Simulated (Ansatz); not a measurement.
# ZrH: the cost of one run

Computed with Ansatz 0.2.0 (DFT r2SCAN, scalar-relativistic, plane waves, PAW, unless a step's input says otherwise).

**1. Starting point**

Symmetry: P4_2/mmc, No. 131, tetragonal system. Conventional cell: a = 3.243 Å, b = 3.243 Å, c = 4.948 Å, α = 90.00°, β = 90.00°, γ = 90.00°. Zr (site symmetry mmm) has 4 H at 2.04 Å in its first shell of neighbours. H (site symmetry -4m2) has 4 Zr at 2.04 Å in its first shell of neighbours.

As a file:

```
CELL_PARAMETERS angstrom
3.24279 0.00000 0.00000
0.00000 3.24279 0.00000
0.00000 0.00000 4.94800
ATOMIC_POSITIONS crystal
Zr 0.00000 0.50000 0.00000
Zr 0.50000 0.00000 0.50000
H 0.00000 0.00000 0.75000
H 0.00000 0.00000 0.25000
```

No relaxation comes first: the listed cell is the starting point.

**2. The reference cell**

Reference values: F = -8423.9199 eV; pressure 0.99 GPa; largest force 0.000 eV/Å; gap on the mesh none (metal). It was computed beforehand with the settings of the runs below.

**3. Setting up a tetragonal deformation path**

At fixed volume and fractional coordinates, lengths along (0.000, 0.000, 1.000) are scaled against those across it; ρ is that ratio over its starting value.

**4. ρ = 0.850**

Input file input.yaml:

```yaml
crystal:
  lattice:
    - [3.4233088065, 0.0, 0.0]
    - [0.0, 3.4233088065, 0.0]
    - [0.0, 0.0, 4.439925076]
  atoms:
    - { symbol: Zr, position: [0.0, 0.5, 0.0] }
    - { symbol: Zr, position: [0.5, 0.0, 0.5] }
    - { symbol: H, position: [0.0, 0.0, 0.75] }
    - { symbol: H, position: [0.0, 0.0, 0.25] }
basis:
  ecutwfc: 500
kpoints:
  mp_grid: { grid: [16, 16, 12] }
hamiltonian:
  xc: r2scan
scf:
  occupations: { method: gaussian, width: 0.15 }
output:
  forces: true
  stress: true
  eigenvalues: true
```

Started as:

```bash
ansatz run input.yaml --threads 1 --pin off --max-ram 2560MiB --backend cpu --events-out ev --progress --plain --runs-dir out
```

Q: Estimate wall time and peak memory on 1 thread of Oxide Virtual Turin-like (Zen 5), shared host.

About 26 s, with a peak of 0.7 GiB.
